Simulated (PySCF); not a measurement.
# C2H10OSi2: the cost of one run

Computed with PySCF 2.14.0, with density-fitted response routines of our own, on a single molecule in the gas phase. Atoms are numbered from 0 throughout.

## Step 1: The starting structure

15 atoms, charge 0, multiplicity 1; geometry from: GFN2-xTB. The atoms were then displaced at random by about 0.01 Å, so the start is not that level's minimum.

Bonds of the start (Å): C0–Si1 1.89, Si1–O2 1.61, O2–C3 1.46, C3–Si4 1.88, C0–H5 1.11, C0–H6 1.06, C0–H7 1.08, Si1–H8 1.49, Si1–H9 1.46, C3–H10 1.10, C3–H11 1.09, Si4–H12 1.45, Si4–H13 1.46, Si4–H14 1.45.

## Step 2: Geometry optimisation at PBE0-D3(BJ)/def2-SVP

The job: settings as JSON, then the geometry in Å.

```
{"job": {"xc": "PBE0", "basis": "def2-SVP", "d3": "d3bj", "grid": 1, "shake": 0.01, "kind": "geom"}, "charge": 0, "multiplicity": 1}
C     -2.460790    -0.998650    -0.061390
Si    -1.475910     0.603620     0.126990
O      0.038720     0.081170     0.000930
C      1.277030     0.850180     0.076840
Si     2.663510    -0.406010    -0.147480
H     -3.542500    -0.736020    -0.003570
H     -2.242360    -1.697490     0.711650
H     -2.288110    -1.443770    -1.029750
H     -1.700600     1.263360     1.447180
H     -1.770510     1.587680    -0.913410
H      1.273360     1.371830     1.047800
H      1.235770     1.617080    -0.692310
H      2.549690    -1.373790     0.930080
H      3.923590     0.325160    -0.065180
H      2.503770    -1.061760    -1.435620
```

Started as:

```bash
$ OMP_NUM_THREADS=1 python probes_run.py task.json out
```

The driver reads the jobs from task.json and runs them one after another.

**Question.** How long does this first job take on 1 thread of Arm Neoverse V1, shared host, and how much memory does it need?

About 47 s, with a peak of 0.53 GiB.
